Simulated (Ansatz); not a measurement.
# TiPt3: stress in a strained cell

Aim: deform TiPt3 (zz strain of +1 %) and compute stress, forces and field gradients with LAPW, PAW and all-electron datasets made for the crystal.

Computed with Ansatz 0.2.0 (DFT PBEsol, scalar-relativistic, unless a step's input says otherwise).

## 1. The structure to begin with

It takes space group Pm-3m (No. 221, cubic). The conventional cell has a = 3.897 Å, b = 3.897 Å, c = 3.897 Å, α = 90.00°, β = 90.00°, γ = 90.00°. Ti (site symmetry m-3m) is surrounded by 12 Pt at 2.76 Å. Pt (site symmetry 4/mmm) is surrounded by 4 Ti at 2.76 Å and 8 Pt at 2.76 Å.

Structure file:

```cif
data_structure
_symmetry_space_group_name_H-M 'P 1'
_symmetry_Int_Tables_number 1
_cell_length_a 3.8970
_cell_length_b 3.8970
_cell_length_c 3.8970
_cell_angle_alpha 90.000
_cell_angle_beta 90.000
_cell_angle_gamma 90.000
_cell_volume 59.18
loop_
_atom_site_label
_atom_site_type_symbol
_atom_site_fract_x
_atom_site_fract_y
_atom_site_fract_z
_atom_site_occupancy
Ti1 Ti 0.00000 0.00000 0.00000 1
Pt1 Pt 0.00000 0.50000 0.50000 1
Pt2 Pt 0.50000 0.00000 0.50000 1
Pt3 Pt 0.50000 0.50000 0.00000 1
```

Atoms are numbered in the order of the input: Ti1, Pt2, Pt3, Pt4.

## 2. After the deformation

Space group Pm-3m before, P4/mmm after.

## 3. LAPW, all electrons

The input, input.yaml:

```yaml
crystal:
  lattice:
    - [3.897, 0.0, 0.0]
    - [0.0, 3.897, 0.0]
    - [0.0, 0.0, 3.93597]
  atoms:
    - { symbol: Ti, position: [0.0, 0.0, 0.0] }
    - { symbol: Pt, position: [0.0, 0.5, 0.5] }
    - { symbol: Pt, position: [0.5, 0.0, 0.5] }
    - { symbol: Pt, position: [0.5, 0.5, 0.0] }
kpoints:
  mp_grid: { grid: [9, 9, 9] }
  band_path:
    path:
      - [0.0, 0.0, 0.0]
      - [0.0, 0.5, 0.0]
      - [0.5, 0.5, 0.0]
      - [0.0, 0.0, 0.0]
      - [0.0, 0.0, 0.5]
      - [0.0, 0.5, 0.5]
      - [0.5, 0.5, 0.5]
      - [0.0, 0.0, 0.5]
      - [0.0, 0.5, 0.0]
    npoints: 5
scf:
  occupations: { method: fermi_dirac, width: 0.05 }
hamiltonian:
  xc: pbesol
  pseudopotentials: { kind: all_electron, lapw: { basis_error: 0.0005 } }
output:
  forces: true
  stress: true
  eigenvalues: true
```

The run is started by

```console
$ ansatz run input.yaml --threads 1 --pin off --max-ram 4096MiB --backend cpu --events-out ev --progress --plain --runs-dir out
```

## 4. PAW on the default files

The input, input.yaml:

```yaml
crystal:
  lattice:
    - [3.897, 0.0, 0.0]
    - [0.0, 3.897, 0.0]
    - [0.0, 0.0, 3.93597]
  atoms:
    - { symbol: Ti, position: [0.0, 0.0, 0.0] }
    - { symbol: Pt, position: [0.0, 0.5, 0.5] }
    - { symbol: Pt, position: [0.5, 0.0, 0.5] }
    - { symbol: Pt, position: [0.5, 0.5, 0.0] }
kpoints:
  mp_grid: { grid: [9, 9, 9] }
scf:
  occupations: { method: fermi_dirac, width: 0.05 }
hamiltonian:
  xc: pbesol
  pseudopotentials: { kind: paw }
output:
  forces: true
  stress: true
  eigenvalues: true
  efg: { contact_densities: true }
```

## 5. Datasets made for this crystal

input.yaml: that of step 4 with these lines changed.

```diff
@@ -16,3 +16,3 @@
   xc: pbesol
-  pseudopotentials: { kind: paw }
+  pseudopotentials: { kind: all_electron, datasets: crystal }
 output:
```

(Steps that only read results are left out.)

**Question.** What will these runs give? Wanted: pressure; largest shear or deviatoric stress.

As calculated:

| quantity | value |
| --- | --- |
| pressure | LAPW -2.09, PAW -2.07, crystal datasets -2.08 GPa |
| largest shear or deviatoric stress (LAPW) | 1.18 GPa |

In words: The largest part of the stress beyond the pressure is 1.18 GPa in size, in the zz component; the atoms are carried along and not relaxed. No run of the undeformed cell stands beside it, so pressure and stress hold what the given cell had before the change, as far as its symmetry allows. PAW: stress within 0.02 GPa of LAPW. Crystal datasets: stress within 0.01 GPa of LAPW. Spin-orbit coupling is left out, though the cell holds Pt; in elements this heavy it can shift bands and gaps by tenths of an eV.
